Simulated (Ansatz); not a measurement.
**GeH2 (triplet): B3LYP, r2SCAN0, wB97M-V over a scan of the angle H2–Ge1–H3, cc-pVDZ**

How well do these functionals follow the top wave-function level for GeH2 (triplet) over a scan of the angle H2–Ge1–H3?

Computed with Ansatz 0.2.0, Gaussian basis. Level: cc-pVDZ, all electrons in the functionals.

To be run: B3LYP, r2SCAN0, wB97M-V, at 71.7°; 89.9°; 108.7°; 120.0°; 125.2°; 140.9°; 159.6°; 180.0°.

15 further runs of the same task are left out: 2 for a mislabelled method, 9 that didn't finish, 4 set aside as unsound or not needed.

### 1 The geometry

The geometry derives from a PBE0/def2-TZVP stationary point (not a proven minimum). One angle is set to the value named; bond lengths are kept. No spin-orbit coupling is included. The filled d shell of Ge may be among the frozen orbitals whatever the setting's name suggests; the logs give the count.

3 atoms, charge 0, spin multiplicity 3.

Atoms are counted from 1 here; the program's logs count them from 0.

Bond lengths: Ge1–H2 1.541 Å, Ge1–H3 1.541 Å. Angles: H2–Ge1–H3 120.0°.

Coordinates:

```xyz
3

Ge    0.0000   -0.0208    0.0000
H     0.0000    0.7490   -1.3344
H     0.0000    0.7490    1.3344
```

No dispersion term is added; wB97M-V holds VV10 nonlocal correlation. B3LYP takes the VWN-RPA correlation.

The geometry shown and the zero of energy belong to the point 120.0°. The yardstick, FCI, and other wave-function levels (R restricted, U unrestricted, valence and pair active spaces) come from earlier runs.

### 2 B3LYP, 71.7°

The input, in.yaml:

```yaml
crystal:
  periodic: [false, false, false]
  atoms:
    - {symbol: Ge, position_ang: [0.000000, -0.033717, 0.000000]}
    - {symbol: H, position_ang: [0.000000, 1.214968, -0.902238]}
    - {symbol: H, position_ang: [0.000000, 1.214968, 0.902238]}
basis:
  gaussian: {orbitals: cc-pVDZ}
magnetization: {spin_polarized: true, initial_magnetization: 2}
hamiltonian: {xc: {name: B3LYP}}
```

Started as:

```bash
ansatz run in.yaml --threads 1 --pin off --events-out ev --progress --plain --max-ram 2393MiB
```

Further steps of the session: B3LYP, 89.9°; B3LYP, 108.7°; B3LYP, 120.0°; B3LYP, 125.2°; B3LYP, 140.9°; B3LYP, 159.6°; B3LYP, 180.0°; r2SCAN0, 71.7°; r2SCAN0, 89.9°; r2SCAN0, 108.7°; r2SCAN0, 120.0°; r2SCAN0, 125.2°; r2SCAN0, 140.9°; r2SCAN0, 159.6°; r2SCAN0, 180.0°; wB97M-V, 71.7°; wB97M-V, 89.9°; wB97M-V, 108.7°; wB97M-V, 120.0°; wB97M-V, 125.2°; wB97M-V, 140.9°; wB97M-V, 159.6°; wB97M-V, 180.0°.

Before running them: what should the planned runs give, taken together? Wanted: span of the FCI curve; largest miss, B3LYP; largest miss, r2SCAN0; largest miss, wB97M-V.

**Answer**, as computed:

| quantity | value |
| --- | --- |
| span of the FCI curve | 28.7 kcal/mol |
| largest miss, B3LYP | +0.7 kcal/mol (71.7°) |
| largest miss, r2SCAN0 | -1.7 kcal/mol (180.0°) |
| largest miss, wB97M-V | +0.4 kcal/mol (71.7°) |

What this shows: Of the functionals, wB97M-V keep the smallest largest miss at the points compared (at most 0.4 kcal/mol) and r2SCAN0 strays most (1.7 kcal/mol, at 180.0°). Functionals and the yardstick converge differently with the basis, so part of each miss in cc-pVDZ is the basis.
